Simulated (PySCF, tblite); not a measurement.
# C₄H₁₀N₂OSi: geometry, infrared bands and NMR shifts

Wanted: the infrared bands and NMR shifts of C₄H₁₀N₂OSi (`CO[C@@H]1C=NN([SiH3])C1`), by calculation.

The runs use tblite 0.8.0 and PySCF 2.14.0, with density-fitted response routines of our own; the level of theory stands in each step. All values are computed, except where a source is named. Atoms count from 0, in the outputs and in this text.

## Step 1: Starting geometry

18 atoms, charge 0, multiplicity 1; geometry from: force field or distance geometry start.

Bonds of the start (Å): C0–O1 1.35, O1–C2 1.39, C2–C3 1.47, C3–N4 1.30, N4–N5 1.40, N5–Si6 1.80, N5–C7 1.46, C7–C2 1.52, C0–H8 1.13, C0–H9 1.10, C0–H10 1.13, C2–H11 1.12, C3–H12 1.11, Si6–H13 1.46, Si6–H14 1.47, Si6–H15 1.49, C7–H16 1.10, C7–H17 1.09.

## Step 2: Optimising the geometry with GFN2-xTB

Job settings and geometry (Å):

```
{"job": {"kind": "relax", "xc": "GFN2-xTB", "basis": "xTB"}, "charge": 0, "multiplicity": 1}
C     -2.993000     0.293500    -0.340100
O     -1.946900    -0.118100     0.412200
C     -0.726300    -0.257100    -0.246500
C     -0.183700    -1.617800    -0.205700
N      1.112500    -1.559500    -0.142700
N      1.525500    -0.220400    -0.168400
Si     3.087800     0.448400    -0.755300
C      0.401700     0.514100     0.413500
H     -3.921100     0.366700     0.295400
H     -2.837400     1.257300    -0.838900
H     -3.266700    -0.496200    -1.095700
H     -0.815000     0.005000    -1.332300
H     -0.807600    -2.530400    -0.189100
H      3.504500    -0.130100    -2.033600
H      2.963900     1.904400    -0.946400
H      4.134000     0.230800     0.289300
H      0.343400     0.357800     1.505700
H      0.415700     1.558000     0.102200
```

The run is started by

```bash
> OMP_NUM_THREADS=1 python probes_run.py task.json out
```

One launch serves the whole session: the jobs run in the order shown.

**Question.** This job is followed by: GFN2-xTB harmonic vibrations, gas phase; GIAO PBE0/pcSseg-1 NMR shielding, non-relativistic, gas phase. What will the session give for the following? strongest single infrared mode (GFN2-xTB); zero-point energy (GFN2-xTB); ¹³C shifts against TMS (PBE0/pcSseg-1); ¹H shifts against TMS (PBE0/pcSseg-1, means over atoms taken as alike); ¹⁷O shifts against H2O (PBE0/pcSseg-1); ¹⁵N shifts against NH3 (PBE0/pcSseg-1); ²⁹Si shifts against TMS (PBE0/pcSseg-1).

As calculated:

| quantity | value |
| --- | --- |
| strongest single infrared mode (GFN2-xTB) | 2200 cm⁻¹, 377 km/mol |
| zero-point energy (GFN2-xTB) | 85.2 kcal/mol |
| ¹³C shifts against TMS (PBE0/pcSseg-1) | 138.9, 91.0, 58.9, 54.6 ppm |
| ¹H shifts against TMS (PBE0/pcSseg-1, means over atoms taken as alike) | 6.44, 4.89, 4.86, 3.46, 3.46, 3.28 ppm |
| ¹⁷O shifts against H2O (PBE0/pcSseg-1) | 52.2 ppm |
| ¹⁵N shifts against NH3 (PBE0/pcSseg-1) | 397.6, 132.7 ppm |
| ²⁹Si shifts against TMS (PBE0/pcSseg-1) | -54.2 ppm |

**Reading.** Relaxing lowered the energy by 0.893 eV in 179 steps; the close pair that moved most is N5–Si6, from 1.798 to 1.731 Å. No mode is imaginary among the 48: a minimum at this level. The strongest single mode, at 2200 cm⁻¹, moves mainly H15. Unscaled tight-binding wavenumbers are off by several per cent, some by more. Its intensities can rank the bands wrongly. At PBE0/pcSseg-1: The widest tensor belongs to N4: span 605 ppm, with a paramagnetic part of -451 ppm.
